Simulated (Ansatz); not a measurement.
# GeH₄O₄: basis-set convergence

An exercise on one series of results from a longer session: the logs are not shown, and one member is left open.

Computed with Ansatz 0.2.0, Gaussian basis. Level: one geometry, several basis sets.

Levels to be run: PBE0-D4/def2-SVP; ωB97M-V/def2-SVP; PBE0-D4/def2-QZVPP; ωB97M-V/def2-QZVPP; the functionals' def2-TZVPP values are taken from earlier runs.

## Structure used throughout

The geometry comes from an earlier relaxation with PBE0-D4 in a triple-zeta def2 set; it is a stationary point, not always the lowest conformer.

SMILES `[OH][Ge]([OH])([OH])[OH]`, 9 atoms, charge 0, spin multiplicity 1.

Atoms are counted from 1 here; the program's logs count them from 0.

Bond lengths: O1–Ge2 1.755 Å, O1–H6 0.961 Å, Ge2–O3 1.755 Å, Ge2–O4 1.755 Å, Ge2–O5 1.755 Å, O3–H7 0.961 Å, O4–H8 0.961 Å, O5–H9 0.961 Å. Angles: Ge2–O1–H6 112.0°, O1–Ge2–O3 116.3°, O1–Ge2–O4 106.1°, O1–Ge2–O5 106.2°, O3–Ge2–O4 106.2°, O3–Ge2–O5 106.2°, O4–Ge2–O5 116.3°, Ge2–O3–H7 112.0°, Ge2–O4–H8 112.0°, Ge2–O5–H9 112.0°.

Set-up of the first run:

Input file in.yaml:

```yaml
crystal:
  periodic: [false, false, false]
  atoms:
    - {symbol: O, position_ang: [-0.119744, 1.513506, -0.880634]}
    - {symbol: Ge, position_ang: [0.000079, -0.000093, 0.000029]}
    - {symbol: O, position_ang: [1.488774, -0.906312, -0.208440]}
    - {symbol: O, position_ang: [-1.285849, -1.025086, -0.613669]}
    - {symbol: O, position_ang: [-0.083065, 0.417853, 1.702781]}
    - {symbol: H, position_ang: [-0.492129, 1.390323, -1.757794]}
    - {symbol: H, position_ang: [2.157538, -0.651431, 0.432696]}
    - {symbol: H, position_ang: [-1.074189, -1.958289, -0.526585]}
    - {symbol: H, position_ang: [-0.591426, 1.219529, 1.851606]}
basis:
  gaussian: {orbitals: def2-SVP}
hamiltonian: {xc: pbe0, dispersion: d4}
output: {orbitals: {seedname: orbitals}}
```

Command:

```bash
> ansatz run in.yaml --threads 4 --pin off --events-out ev --progress --plain --max-ram 10444MiB
```

Steps of the session up to this table: PBE0-D4 in def2-SVP; ωB97M-V in def2-SVP; PBE0-D4 in def2-QZVPP; ωB97M-V in def2-QZVPP.

One of the session's tables, all rows but one given; the rest of the session is left out.

| functional | basis | HOMO (eV) | LUMO (eV) |
| --- | --- | --- | --- |
| PBE0-D4 | def2-SVP | -8.91 | 0.19 |
| PBE0-D4 | def2-TZVPP | -9.22 | -0.28 |
| PBE0-D4 | def2-QZVPP | ? | ? |
| ωB97M-V | def2-SVP | -11.36 | 2.03 |
| ωB97M-V | def2-TZVPP | -11.70 | 1.39 |
| ωB97M-V | def2-QZVPP | -11.79 | 0.95 |

Estimate the missing values for PBE0-D4, def2-QZVPP.

The run gave: HOMO (eV): -9.30; LUMO (eV): -0.55. In the column «HOMO (eV)» it lies between ωB97M-V, def2-SVP (-11.36) and PBE0-D4, def2-TZVPP (-9.22).
